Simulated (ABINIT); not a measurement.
A calculation with ABINIT 10.8.3 (patched build) of Cu3O2 (native input, structure from a POSCAR):

Contents of run.abi:

```
# Pseudopotentials
pp_dirpath "./"
pseudos "Cu.GGA_PBE-JTH.xml, O.GGA_PBE-JTH.xml"

# Structure
structure "poscar:POSCAR"
natom 5

# Plane-wave basis
ecut 26.0
pawecutdg 48.0
pawxcdev 0

# k points
kptopt 1
ngkpt 9 9 9
nshiftk 1
shiftk 0.0 0.0 0.0

# Exchange and correlation
ixc 11

# Bands and occupations
nband 42
occopt 3
tsmear 0.05 eV

# SCF cycle
nstep 100
tolvrs 1.0e-9

# Output
iomode 3
prtwf 0
prtden 0
prteig 0
prtebands 0
```

Contents of POSCAR:

```
Cu3O2
1.0
   -2.0229820000      2.0229820000      3.6736170000
    2.0229820000     -2.0229820000      3.6736170000
    2.0229820000      2.0229820000     -3.6736170000
Cu O
3 2
Direct
    0.0000000000      0.0000000000      0.0000000000  Cu
    0.7500000000      0.2500000000      0.5000000000  Cu
    0.2500000000      0.7500000000      0.5000000000  Cu
    0.5000000000      0.0000000000      0.5000000000  O
    0.0000000000      0.5000000000      0.5000000000  O
```

Potentials or basis: JTH PAW PBE v2.0.

Run with:

```bash
$ abinit run.abi > log 2>&1
```

The cell comes from a database or a generator and needn't be the stable form of this composition.

Write the same calculation in another form: ASE script, Cartesian positions.

As run:

The input run.py:

```python
import json, os
import numpy as np
from ase.units import GPa
from ase.calculators.abinit import Abinit, AbinitProfile
from ase.io import read

atoms = read('Cu3O2.xyz')

profile = AbinitProfile(command='abinit', pp_paths=[os.path.abspath('pseudos')])
params = dict(
    pps='pawxml', xc='PBE',
    ecut=707.496,
    pawecutdg=1306.1465,
    pawxcdev=0,
    kptopt=1,
    ngkpt=[9, 9, 9],
    nshiftk=1,
    shiftk=[0.0, 0.0, 0.0],
    ixc=11,
    nband=42,
    occopt=3,
    tsmear=0.05,
    nstep=100,
    tolvrs=1e-09,
    prtwf=0,
    prtden=0,
)

atoms.calc = Abinit(profile=profile, directory='run', **params)
energy = atoms.get_potential_energy()
forces = atoms.get_forces()
stress = atoms.get_stress()
print(f'energy {energy:.6f} eV')
print('forces (eV/A)')
print(np.round(forces, 5))
print('stress (GPa, Voigt, tension positive)', np.round(stress / GPa, 4))
json.dump(dict(energy=energy, forces=forces.tolist(), stress=stress.tolist(), cell=atoms.cell.tolist(), frac=atoms.get_scaled_positions(wrap=False).tolist()), open('results.json', 'w'))
```

The input Cu3O2.xyz:

```xyz
5
Lattice="-2.0229820000 2.0229820000 3.6736170000 2.0229820000 -2.0229820000 3.6736170000 2.0229820000 2.0229820000 -3.6736170000" Properties=species:S:1:pos:R:3 pbc="T T T"
Cu     0.0000000000      0.0000000000      0.0000000000
Cu     0.0000000000      2.0229820000      1.8368085000
Cu     2.0229820000      0.0000000000      1.8368085000
O      0.0000000000      2.0229820000      0.0000000000
O      2.0229820000      0.0000000000      0.0000000000
```

Potentials or basis: JTH PAW PBE v2.0.

The run is started by

```sh
$ python run.py
```

Both were run:

|  | native input, structure from a POSCAR | ASE script, Cartesian positions |
| --- | --- | --- |
| Pressure | 0.6 GPa | 0.6 GPa |
| Band gap on the k mesh | none (metal or under the smearing width) | none (metal or under the smearing width) |
| Valence electrons inside the program's atomic spheres | Cu 17.28, 17.36; O 4.53 | Cu 17.28, 17.36; O 4.53 |

Keys that steer only the numerical path or the files written may differ.

Caveat: an odd number of electrons without spin polarisation forces a metal; a magnetic or distorted state may lie lower; the run has no spin polarisation, though such a crystal can be magnetic; semilocal functionals often make such compounds metallic where correlation or magnetic order opens a gap, which also shifts bond lengths.
